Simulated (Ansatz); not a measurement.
# CH6GeTe: the cost of one run

Computed with Ansatz 0.2.0, driven from Python. Level of theory: PBE/def2-SVP.

## 1. The structure

Bond lengths: Ge1–C2 1.881 Å, C2–Te3 2.140 Å, Ge1–H4 1.511 Å, Ge1–H5 1.567 Å, Ge1–H6 1.594 Å, C2–H7 1.140 Å, C2–H8 1.093 Å, Te3–H9 1.761 Å. Angles: Ge1–C2–Te3 109.5°, Ge1–C2–H7 109.2°, Ge1–C2–H8 109.9°, Te3–C2–H7 110.1°, Te3–C2–H8 111.0°, H7–C2–H8 107.2°, C2–Ge1–H4 110.7°, C2–Ge1–H5 112.4°, C2–Ge1–H6 111.5°, H4–Ge1–H5 107.3°, H4–Ge1–H6 106.7°, H5–Ge1–H6 108.0°, C2–Te3–H9 90.6°.

The script holds or builds the structure itself.

## 2. Script

ch6gete_opt.py

```python
"""Relax the CH6GeTe molecule."""

import warnings

import ansatz as az
import numpy as np

warnings.simplefilter("ignore", az.DeckWarning)

geometry = (
    az.Crystal.molecule()
    .atom("Ge", [-0.5253, 0.8507, -0.8344])
    .atom("C", [0.4715, -0.468, 0.0627])
    .atom("Te", [-0.3148, -0.7384, 2.0341])
    .atom("H", [-1.9807, 0.4543, -0.918])
    .atom("H", [-0.0228, 1.0864, -2.2997])
    .atom("H", [-0.4748, 2.246, -0.0654])
    .atom("H", [1.5622, -0.1403, 0.1172])
    .atom("H", [0.4433, -1.4038, -0.5018])
    .atom("H", [0.9299, -1.9331, 2.3882])
)

setup = geometry.calculation().basis(gaussian="def2-SVP").functional("PBE")
symbols = [site.symbol for site in geometry.cartesian_sites]
start = np.array([site.position_ang for site in geometry.cartesian_sites], dtype=float)
def progress(event):
    if event["event"] == "relax_step":
        row = event["data"]
        print(f"step {row['step']:3d}  E = {row['lagrangian_ev']:.6f} eV  largest force component {row['allowed_force_max_ev_ang']:.4f} eV/A")


report = setup.relax(force_tolerance=0.01).session().plan().execute(on_event=progress).report
end = np.array(report["positions_ang"])

print(f"E = {report['free_energy_ev']:.6f} eV = {report['free_energy_ev'] / 27.211386246:.7f} Ha")
print("converged:", report["converged"], " doubts:", report["published_state_doubts"] or "none")

print("final positions (A) and the move of each atom")
for symbol, xyz, old in zip(symbols, end, start):
    print(f"{symbol:2s} {xyz[0]:10.5f} {xyz[1]:10.5f} {xyz[2]:10.5f}   {np.linalg.norm(xyz - old):7.4f}")
```

## 3. The input behind the calls

The package turns the script's settings into the engine's input:

```yaml
crystal:
  periodic: [false, false, false]
  atoms:
    - { symbol: Ge, position_ang: [-0.5253, 0.8507, -0.8344] }
    - { symbol: C, position_ang: [0.4715, -0.468, 0.0627] }
    - { symbol: Te, position_ang: [-0.3148, -0.7384, 2.0341] }
    - { symbol: H, position_ang: [-1.9807, 0.4543, -0.918] }
    - { symbol: H, position_ang: [-0.0228, 1.0864, -2.2997] }
    - { symbol: H, position_ang: [-0.4748, 2.246, -0.0654] }
    - { symbol: H, position_ang: [1.5622, -0.1403, 0.1172] }
    - { symbol: H, position_ang: [0.4433, -1.4038, -0.5018] }
    - { symbol: H, position_ang: [0.9299, -1.9331, 2.3882] }
basis:
  gaussian:
    orbitals: def2-SVP
hamiltonian:
  xc: pbe
relax:
  f_tol: 0.01
```

## 4. The run

Command:

```bash
$ python ch6gete_opt.py
```

**Question.** How long does this script take on 1 thread of Arm Neoverse V1, shared host, and how much memory does it need?

About 28 s, with a peak of 0.21 GiB.
